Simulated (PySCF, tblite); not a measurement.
# C5H4F2N2S: a rotation path, then NMR shifts on frames

How do NMR shifts of C5H4F2N2S (`FC/C=C(/F)c1ncsn1`) change as the atoms move?

Programs: tblite 0.8.0 and PySCF 2.14.0, with density-fitted response routines of our own. Each step states its level of theory. These are calculated values for one molecule in the gas phase, unless marked as measured. Atoms are numbered from 0 throughout.

### Step 1. The molecule as given

14 atoms, charge 0, multiplicity 1; geometry from: GFN2-xTB.

Bonds of the start (Å): F0–C1 1.37, C1–C2 1.49, C2–C3 1.33, C3–F4 1.35, C3–C5 1.45, C5–N6 1.36, N6–C7 1.29, C7–S8 1.73, S8–N9 1.62, N9–C5 1.31, C1–H10 1.10, C1–H11 1.10, C2–H12 1.08, C7–H13 1.07.

### Step 2. A band between two rotamers with GFN2-xTB

What the job is given:

```
{"job": {"kind": "neb", "xc": "GFN2-xTB", "basis": "xTB", "atoms": [9, 5, 3, 4], "turn": 180}, "charge": 0, "multiplicity": 1}
F     -2.570595     1.921874     0.734526
C     -1.401631     1.265234     0.448164
C     -1.681299    -0.167453     0.156438
C     -0.764826    -1.084186    -0.156703
F     -1.167097    -2.347442    -0.395032
C      0.662796    -0.875387    -0.276187
N      1.206580     0.352150    -0.062035
C      2.482602     0.286746    -0.227291
S      3.006786    -1.308049    -0.649768
N      1.484183    -1.850524    -0.593371
H     -0.743301     1.382835     1.316462
H     -0.945629     1.773965    -0.408918
H     -2.717770    -0.467787     0.209375
H      3.148523     1.117552    -0.117825
```

Method: GFN2-xTB climbing-image nudged elastic band, gas phase.

Run with:

```bash
> OMP_NUM_THREADS=1 python probes_run.py task.json out
```

One launch serves the whole session: the jobs run in the order shown.

The log of the run:

```text
image   E - E0 / eV
  0       0.0000
  1       0.0371
  2       0.1182
  3       0.1998
  4       0.2352
  5       0.2038
  6       0.1270
  7       0.0443
  8       0.0037
```

It took 13 s on 1 thread, shared host.

The final band, with the dihedral N9–C5–C3–F4:

| image | dihedral (°) | energy (eV) | energy (kcal/mol) |
| --- | --- | --- | --- |
| 0 | 0 | 0.000 | 0.0 |
| 1 | 21 | 0.037 | 0.9 |
| 2 | 42 | 0.118 | 2.7 |
| 3 | 66 | 0.200 | 4.6 |
| 4 | 90 | 0.235 | 5.4 |
| 5 | 114 | 0.204 | 4.7 |
| 6 | 138 | 0.127 | 2.9 |
| 7 | 160 | 0.044 | 1.0 |
| 8 | 180 | 0.004 | 0.1 |

### Step 3. Shielding tensors: image 0, PBE0/pcSseg-1

What the job is given:

```
{"job": {"kind": "nmr", "xc": "PBE0", "basis": "pcSseg-1", "pop": false}, "charge": 0, "multiplicity": 1}
F     -2.570600     1.921900     0.734500
C     -1.401600     1.265200     0.448200
C     -1.681300    -0.167500     0.156400
C     -0.764800    -1.084200    -0.156700
F     -1.167100    -2.347400    -0.395000
C      0.662800    -0.875400    -0.276200
N      1.206600     0.352200    -0.062000
C      2.482600     0.286700    -0.227300
S      3.006800    -1.308000    -0.649800
N      1.484200    -1.850500    -0.593400
H     -0.743300     1.382800     1.316500
H     -0.945600     1.774000    -0.408900
H     -2.717800    -0.467800     0.209400
H      3.148500     1.117600    -0.117800
```

Level: GIAO PBE0/pcSseg-1 NMR shielding, non-relativistic, gas phase.

The log of the run:

```text
coarse grid: 13832 points
cycle   1  E = -899.3705036756  dE =  1.947e+00  |g| = 6.856e-01  |ddm| = 3.822e+00
cycle   2  E = -899.2816645408  dE =  8.884e-02  |g| = 1.006e+00  |ddm| = 1.575e+00
cycle   3  E = -899.4536533340  dE = -1.720e-01  |g| = 1.113e-01  |ddm| = 9.426e-01
cycle   4  E = -899.4547533420  dE = -1.100e-03  |g| = 8.266e-02  |ddm| = 1.403e-01
cycle   5  E = -899.4563237823  dE = -1.570e-03  |g| = 1.843e-02  |ddm| = 8.111e-02
cycle   6  E = -899.4563920238  dE = -6.824e-05  |g| = 7.184e-03  |ddm| = 1.965e-02
cycle   7  E = -899.4564013259  dE = -9.302e-06  |g| = 2.018e-03  |ddm| = 6.930e-03
final grid: 134472 points
cycle   8  E = -899.5289267883  dE = -4.620e-05  |g| = 8.357e-03  |ddm| = 3.562e-02
cycle   9  E = -899.5289080030  dE =  1.879e-05  |g| = 1.229e-02  |ddm| = 1.752e-02
cycle  10  E = -899.5289418189  dE = -3.382e-05  |g| = 1.744e-03  |ddm| = 1.229e-02
cycle  11  E = -899.5289424662  dE = -6.473e-07  |g| = 6.911e-04  |ddm| = 2.139e-03
cycle  12  E = -899.5289425628  dE = -9.658e-08  |g| = 1.802e-04  |ddm| = 5.839e-04
cycle  13  E = -899.5289425683  dE = -5.540e-09  |g| = 7.588e-05  |ddm| = 1.868e-04
cycle  14  E = -899.5289425696  dE = -1.303e-09  |g| = 2.547e-05  |ddm| = 8.340e-05
cycle  15  E = -899.5289425697  dE = -1.485e-10  |g| = 5.018e-06  |ddm| = 2.424e-05
converged SCF energy = -899.5289425697

GIAO shielding tensors (ppm)
atom      isotropic    diamagn.    paramagn.     s11        s22        s33       span
  0 F      420.015     468.792     -48.777    383.230    419.893    456.923     73.693
  1 C      102.298     244.910    -142.613     72.256     79.425    155.213     82.957
  2 C       58.465     258.595    -200.130    -27.732     72.736    130.391    158.123
  3 C       29.380     244.534    -215.154    -58.140     68.105     78.175    136.315
  4 F      298.771     472.153    -173.382    222.389    314.796    359.127    136.738
  5 C       17.357     255.528    -238.171    -48.862     29.253     71.681    120.543
  6 N      -68.744     331.047    -399.791   -337.058    -99.209    230.036    567.094
  7 C        6.496     256.223    -249.728    -93.342      4.664    108.165    201.506
  8 S       73.448    1056.951    -983.503   -169.060    167.875    221.530    390.590
  9 N      -45.286     323.804    -369.089   -287.718    -79.001    230.862    518.580
 10 H       25.539      29.258      -3.718     20.407     26.723     29.488      9.081
 11 H       25.542      29.248      -3.706     20.414     26.732     29.481      9.067
 12 H       24.889      29.402      -4.513     22.748     23.294     28.626      5.878
 13 H       22.212      30.096      -7.884     19.951     20.284     26.402      6.451
```

Run time: 1.7 min. Hardware: 1 thread, shared host.

Shifts follow as δ = σ(reference) − σ, with reference shieldings (ppm) from runs at the same level and on the same kind of geometry: 1H TMS 31.72, 13C TMS 186.9, 19F CFCl3 170.9, 15N NH3 267.7, 33S CS2 504. The references are single molecules in the gas phase, so shifts against H2O, NH3, PH3, H3PO4 or CFCl3 are not on the usual liquid scales and can be off by tens of ppm. Each atom is listed at this fixed geometry, with no averaging over motion; a spectrum would average atoms that exchange fast.

| atoms | environment | σ (ppm) | δ (ppm) |
| --- | --- | --- | --- |
| C7 | aromatic CH between two ring heteroatoms | 6.5 | 180.4 |
| C5 | substituted aromatic carbon next to a ring nitrogen | 17.4 | 169.6 |
| C3 | fully substituted alkene carbon | 29.4 | 157.5 |
| C2 | alkene CH | 58.5 | 128.5 |
| C1 | allylic sp3 CH2 bonded to F | 102.3 | 84.6 |
| H13 | hydrogen on an aromatic CH between two ring heteroatoms | 22.21 | 9.50 |
| H12 | hydrogen on an alkene CH | 24.89 | 6.83 |
| H10 | hydrogen on an allylic sp3 CH2 bonded to F | 25.54 | 6.18 |
| H11 | hydrogen on an allylic sp3 CH2 bonded to F | 25.54 | 6.17 |
| F4 | vinylic fluorine | 298.8 | -127.8 |
| F0 | fluorine on an sp3 carbon | 420.0 | -249.1 |
| N6 | pyridine-type nitrogen of an azole | -68.7 | 336.5 |
| N9 | pyridine-type nitrogen of an azole | -45.3 | 313.0 |
| S8 | aromatic ring sulfur | 73 | 430 |

Ring of atoms C5, N6, C7, S8, N9: NICS(0) -14.3, NICS(1) -13.0, NICS(1)zz -31.9 ppm (means of both faces).

### Step 4. Nuclear shieldings: image 2, PBE0/pcSseg-1

What the job is given:

```
{"job": {"kind": "nmr", "xc": "PBE0", "basis": "pcSseg-1", "pop": false}, "charge": 0, "multiplicity": 1}
F     -2.651700     1.927000     0.506400
C     -1.467300     1.288500     0.249900
C     -1.677500    -0.188100     0.260800
C     -0.731000    -1.091800     0.036500
F     -1.063800    -2.398000     0.013400
C      0.677000    -0.824400    -0.245000
N      1.379600     0.093600     0.464000
C      2.591100     0.132900     0.025800
S      2.844600    -0.959000    -1.293300
N      1.307300    -1.459700    -1.202800
H     -0.754900     1.607900     1.018100
H     -1.126100     1.640900    -0.732200
H     -2.688200    -0.524300     0.439300
H      3.360200     0.754100     0.436800
```

With the program's defaults for keys left out, this is: GIAO PBE0/pcSseg-1 NMR shielding, non-relativistic, gas phase.

The log of the run:

```text
coarse grid: 13832 points
cycle   1  E = -899.3640019101  dE =  1.943e+00  |g| = 6.894e-01  |ddm| = 3.800e+00
cycle   2  E = -899.2734535181  dE =  9.055e-02  |g| = 1.013e+00  |ddm| = 1.511e+00
cycle   3  E = -899.4486588574  dE = -1.752e-01  |g| = 1.060e-01  |ddm| = 9.051e-01
cycle   4  E = -899.4497404827  dE = -1.082e-03  |g| = 7.686e-02  |ddm| = 1.298e-01
cycle   5  E = -899.4510585250  dE = -1.318e-03  |g| = 1.824e-02  |ddm| = 7.335e-02
cycle   6  E = -899.4511272388  dE = -6.871e-05  |g| = 6.634e-03  |ddm| = 2.003e-02
cycle   7  E = -899.4511351774  dE = -7.939e-06  |g| = 2.007e-03  |ddm| = 6.283e-03
final grid: 134472 points
cycle   8  E = -899.5230931604  dE = -4.346e-05  |g| = 8.225e-03  |ddm| = 3.433e-02
cycle   9  E = -899.5230764907  dE =  1.667e-05  |g| = 1.188e-02  |ddm| = 1.669e-02
cycle  10  E = -899.5231081719  dE = -3.168e-05  |g| = 1.369e-03  |ddm| = 1.144e-02
cycle  11  E = -899.5231085425  dE = -3.706e-07  |g| = 5.921e-04  |ddm| = 1.800e-03
cycle  12  E = -899.5231086132  dE = -7.072e-08  |g| = 1.763e-04  |ddm| = 5.299e-04
cycle  13  E = -899.5231086189  dE = -5.676e-09  |g| = 5.993e-05  |ddm| = 1.692e-04
cycle  14  E = -899.5231086197  dE = -7.867e-10  |g| = 2.663e-05  |ddm| = 7.288e-05
converged SCF energy = -899.5231086197

GIAO shielding tensors (ppm)
atom      isotropic    diamagn.    paramagn.     s11        s22        s33       span
  0 F      429.601     468.481     -38.880    394.589    420.139    474.074     79.485
  1 C      104.873     245.592    -140.719     72.779     81.822    160.017     87.238
  2 C       61.505     258.120    -196.616    -29.508     82.288    131.735    161.244
  3 C       29.002     244.895    -215.893    -65.596     70.959     81.643    147.239
  4 F      279.878     472.281    -192.403    202.292    305.774    331.566    129.274
  5 C       16.700     256.019    -239.318    -52.091     26.107     76.085    128.176
  6 N      -71.568     328.363    -399.930   -335.976   -110.337    231.609    567.585
  7 C        6.898     257.548    -250.650    -93.273      4.352    109.615    202.888
  8 S       68.084    1056.799    -988.715   -170.632    148.458    226.426    397.058
  9 N      -57.631     325.163    -382.794   -304.876    -96.242    228.224    533.100
 10 H       25.330      29.355      -4.025     19.155     26.448     30.386     11.231
 11 H       26.443      29.643      -3.199     22.047     26.923     30.361      8.314
 12 H       25.090      29.591      -4.501     22.861     24.048     28.362      5.501
 13 H       22.248      29.890      -7.643     19.857     20.576     26.310      6.453
```

Run time: 92 s. Hardware: 1 thread, shared host.

This run: δ C7 180.0, C5 170.2, C3 157.9, C2 125.4, H13 9.47, H12 6.63 ppm.

[end of part 1 of 2]
